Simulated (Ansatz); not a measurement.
# MnHg: how the settings move a single-point run

Question: which choices in the input matter for MnHg?

Method: reference: DFT, PBE, all-electron LAPW, scalar-relativistic, in Ansatz 0.2.0.

## (1) The system as given

Symmetry: P4/mmm, No. 123, tetragonal system. Conventional cell: a = 3.288 Å, b = 3.288 Å, c = 3.313 Å, α = 90.00°, β = 90.00°, γ = 90.00°. Mn (site symmetry 4/mmm) is surrounded by 8 Hg at 2.85 Å. Around Hg (site symmetry 4/mmm) lie 8 Mn at 2.85 Å.

As a file:

```cif
data_structure
_symmetry_space_group_name_H-M 'P 1'
_symmetry_Int_Tables_number 1
_cell_length_a 4.6499
_cell_length_b 3.3130
_cell_length_c 4.6499
_cell_angle_alpha 90.000
_cell_angle_beta 90.000
_cell_angle_gamma 90.000
_cell_volume 71.63
loop_
_atom_site_label
_atom_site_type_symbol
_atom_site_fract_x
_atom_site_fract_y
_atom_site_fract_z
_atom_site_occupancy
Mn1 Mn 0.50000 0.50000 0.00000 1
Mn2 Mn 0.00000 0.50000 0.50000 1
Hg1 Hg 0.00000 0.00000 0.00000 1
Hg2 Hg 0.50000 0.00000 0.50000 1
```

## (2) Reference

File input.yaml:

```yaml
crystal:
  lattice:
    - [3.288, 3.288, 0.0]
    - [0.0, 0.0, 3.313]
    - [3.288, -3.288, 0.0]
  atoms:
    - { symbol: Mn, position: [0.5, 0.5, 0.0], spin: 4.0 }
    - { symbol: Mn, position: [0.0, 0.5, 0.5], spin: 4.0 }
    - { symbol: Hg, position: [0.0, 0.0, 0.0] }
    - { symbol: Hg, position: [0.5, 0.0, 0.5] }
magnetization:
  spin_polarized: true
kpoints:
  mp_grid: { grid: [8, 11, 8] }
scf:
  occupations: { method: fermi_dirac, width: 0.05 }
  lower_state_search: "off"
hamiltonian:
  xc: pbe
  pseudopotentials: { kind: all_electron, lapw: { basis_error: 0.0005 } }
output:
  forces: true
  stress: true
  eigenvalues: true
  populations: true
```

Launch:

```sh
$ ansatz run input.yaml --threads 2 --pin off --max-ram 6144MiB --backend cpu --events-out ev --progress --plain --runs-dir out
```

Excerpt of the output:

```text
[...]
Basis set: ecut = 254.93558144672758 eV, 673 PW (Γ), exchange–correlation at level 2
[...]
Magnetic group: BNS 123.339 (UNI 999), of the structure as read, at distance tolerance 4.2e-5 Å
k-points: 90 of 704
[...]
SCF iter   1: F=—  HF=-1130716.605092 eV  |F-HF|=—  |Δ(HF+E_count)|=         —  Δρ=2.76e-2 (↑2.04e-2 ↓2.76e-2)  dr2=3.03e0  dr2_m=4.38e-2  M=6.975 μB ∫|m|=7.336 μB  β_m=0.30  ethr=2.57e-3  ⟨swp⟩=2.0  Hψ=81749  notcnv=0
preconditioner: auto → Kerker (q_TF=auto, 2.965 Å⁻¹)  [metal: Δε(μ)=0.003 eV  Ē_g=11.725 eV  σ=0.050 eV  W_gap=0.01  n_scr=30 (ndim 8)  ℏωp=27.0 eV  f_vac=0.000  D(μ)=6.24/eV (n_scr^D=68)]
[...]
SCF iter   2: F=—  HF=-1130715.040922 eV  |F-HF|=—  |Δ(HF+E_count)|=    1.56e0  Δρ=9.03e-3 (↑6.11e-3 ↓9.03e-3)  dr2=9.37e-2  dr2_m=7.17e-3  M=7.658 μB ∫|m|=8.040 μB  β_m=1.00  ethr=7.95e-5  ⟨swp⟩=2.0  Hψ=67987  notcnv=0
[...]
SCF iter  14: F=—  HF=-1130714.601135 eV  |F-HF|=—  |Δ(HF+E_count)|=   6.96e-8  Δρ=6.79e-6 (↑6.46e-6 ↓6.79e-6)  dr2=2.38e-7  dr2_m=7.56e-11  M=7.695 μB ∫|m|=8.227 μB  β_m=0.65  ethr=2.85e-10  ⟨swp⟩=2.0  Hψ=38667  notcnv=0
SCF iter  15: F=-1130714.601135 eV  HF=-1130714.601135 eV  |F-HF|=6.96e-8  |Δ(HF+E_count)|=   2.37e-8  Δρ=3.43e-6 (↑3.25e-6 ↓3.43e-6)  dr2=5.60e-8  dr2_m=4.64e-11  M=7.695 μB ∫|m|=8.227 μB  ethr=2.02e-10  ⟨swp⟩=2.0  Hψ=38667  notcnv=0
[...]
SCF converged after 15 iterations
Magnetization: 7.6946 μB (62.8473 up, 55.1527 down)
[...]
Free energy (F): -1130714.601135 eV
[...]
E sigma→0 (E₀):  -1130714.585503 eV
[...]
Fermi energy:    18.772082 eV
[...]
  P = ⅓ Tr σ = 1.6441 GPa (16.441 kbar)
[...]
```

It took 95 s on 2 threads of Intel Xeon 6975P-C (Granite Rapids), shared host; peak memory 1.8 GiB.

## (3) Changed: starting moments

Edit input.yaml of step 2 so:

```diff
@@ -6,6 +6,6 @@
   atoms:
-    - { symbol: Mn, position: [0.5, 0.5, 0.0], spin: 4.0 }
-    - { symbol: Mn, position: [0.0, 0.5, 0.5], spin: 4.0 }
-    - { symbol: Hg, position: [0.0, 0.0, 0.0] }
-    - { symbol: Hg, position: [0.5, 0.0, 0.5] }
+    - { symbol: Mn, position: [0.5, 0.5, 0.0], spin: -0.5 }
+    - { symbol: Mn, position: [0.0, 0.5, 0.5], spin: 1.0 }
+    - { symbol: Hg, position: [0.0, 0.0, 0.0], spin: 4.0 }
+    - { symbol: Hg, position: [0.5, 0.0, 0.5], spin: 4.0 }
 magnetization:
```

Launch:

```sh
$ ansatz run input.yaml --threads 2 --pin off --max-ram 6144MiB --backend cpu --events-out ev --progress --plain --runs-dir out
```

Standard output, cut to the lines that bear on the results:

```text
Mn: projections on atomic orbitals take those of the free atom 1s2 2s2 2p6 3s2 3p6 3d5 4s2, of charge +0.00 (hamiltonian.pseudopotentials.projection_atoms)
Hg: projections on atomic orbitals take those of the free atom 1s2 2s2 2p6 3s2 3p6 3d10 4s2 4p6 4d10 4f14 5s2 5p6 5d10 6s2, of charge +0.00 (hamiltonian.pseudopotentials.projection_atoms)
LAPW: plane waves up to 8.180 Å⁻¹, error target 5.0e-4 eV per atom; small_component_spin mean_spin; Mn in spheres of 1.383 Å, 15 of its electrons in bands, Dirac shells []; Hg in spheres of 1.472 Å, 44 of its electrons in bands, Dirac shells []
[...]
Pseudopotentials: kind: all_electron
Pseudopotential: Mn, LAPW, valence charge 15, Koelling and Harmon's equation, gaussian nucleus
Pseudopotential: Hg, LAPW, valence charge 44, Koelling and Harmon's equation, gaussian nucleus
Functional definition: PBE
[...]
Crystal: 4 atoms, lattice volume = 71.633 Å³
Basis set: ecut = 254.93558144672758 eV, 673 PW (Γ), exchange–correlation at level 2
Bands: 77, of which v1, the nominal top of the filled ones, is band 59 counted from 1 (58 counted from 0)
Symmetry: 16 space group operations
Space group: P4/mmm (ITA 123), of the structure as read, at distance tolerance 4.2e-5 Å
Magnetic group: BNS 123.339 (UNI 999), of the structure as read, at distance tolerance 4.2e-5 Å
k-points: 90 of 704
[...]
Starting moments: Σ|m| = 9.5 μB on 4 of 4 sites
[...]
WARN: the net moment that the starting moments add up to was not kept: the SCF closed with a net magnetisation of 1.5e-5 μB in size, at most 4.0e-1 μB: 0.1 of the 9 μB that the starting moments counted along their sum add up to, less the 0.5 μB of those counted against it. Its absolute [...]
SCF converged after 28 iterations
Magnetization: 0.0000 μB (59.0000 up, 59.0000 down)
Absolute magnetization: 8.1363 μB (∫|ρ↑−ρ↓|)
Spin contamination: 4.0776 ħ² per cell (⟨S²⟩ above its minimum at these occupations)
Per-site moments (μB) at R_I (Å): [(-3.9165261405402134, 1.3831015866348506), (3.9165396387617832, 1.3831015866348506), (2.876257667594473e-7, 1.4716250214884283), (2.876257667594473e-7, 1.4716250214884283)]
Free energy (F): -1130714.475001 eV
[...]
E sigma→0 (E₀):  -1130714.461276 eV
Entropy (-TS):   -0.027450 eV (-6.863 meV/atom)
Fermi energy:    18.659311 eV
[...]
--- Forces (eV/Å), atoms counted from 1 ---
  atom   1  Mn     0.00000000     0.00000000     0.00000000
  atom   2  Mn     0.00000000     0.00000000     0.00000000
  atom   3  Hg     0.00000000     0.00000000     0.00000000
  atom   4  Hg     0.00000000     0.00000000     0.00000000
[...]
--- Stress (GPa, compression-positive) ---
        2.872831       0.000000       0.000000
        0.000000       2.872831       0.000000
        0.000000       0.000000       1.777762
  P = ⅓ Tr σ = 2.5078 GPa (25.078 kbar)
--- Band table (eV; the first three rows and the last of 180) ---
[...]
--- Löwdin populations: 4 sites ---
  site symbol       q [e]    m [muB]
     0     Mn     24.8304    -4.0072
     1     Mn     24.8304     4.0072
     2     Hg     79.3872     0.0000
     3     Hg     79.3872     0.0000
  spilling = 0.007452 (of n_electrons = 210.000000)
```

Wall time 2.7 min (2 threads of Intel Xeon 6975P-C (Granite Rapids), shared host); peak memory 1.9 GiB.

Changing the spin start moves the energy by +31.5 meV/atom, and the pressure goes from 1.6 to 2.5 GPa and the absolute moment goes from 8.23 to 8.14 μB. The runs ended in different states; the reference is the lower. Cost: 28 SCF cycles against 15, 2.7 min against 95 s.

## (4) Comparison

| run | ending | energy change | pressure (GPa) | abs. moment (μB) | force (eV/Å) | cycles | time |
| --- | --- | --- | --- | --- | --- | --- | --- |
| reference | converged | 0 | 1.6 | 8.23 | 0.00 | 15 | 95 s |
| 1: starting moments | converged | +31.5 meV/atom | 2.5 | 8.14 | 0.00 | 28 | 2.7 min |

Residual by cycle in the longest SCF loop of each run; runs are numbered as in the table. The quantity is the density residual dr2, in eV.

| cycle | reference | run 1 |
| --- | --- | --- |
| 1 | 3.03 | 6.3 |
| 3 | 0.16 | 83.4 |
| 6 | 0.0103 | 0.218 |
| 8 | 6.8e-5 | 0.0877 |
| 11 | 2.0e-5 | 0.00284 |
| 13 | 3.4e-7 | 0.00593 |
| 16 | - | 0.692 |
| 18 | - | 0.0531 |
| 21 | - | 7.1e-4 |
| 23 | - | 3.1e-4 |
| 26 | - | 7.2e-7 |
| 28 | - | 1.0e-8 |

**Reading.** Changing the spin start moves the energy by +31.5 meV/atom, and the pressure goes from 1.6 to 2.5 GPa and the absolute moment goes from 8.23 to 8.14 μB. The runs ended in different states; the reference is the lower. Cost: 28 SCF cycles against 15, 2.7 min against 95 s.
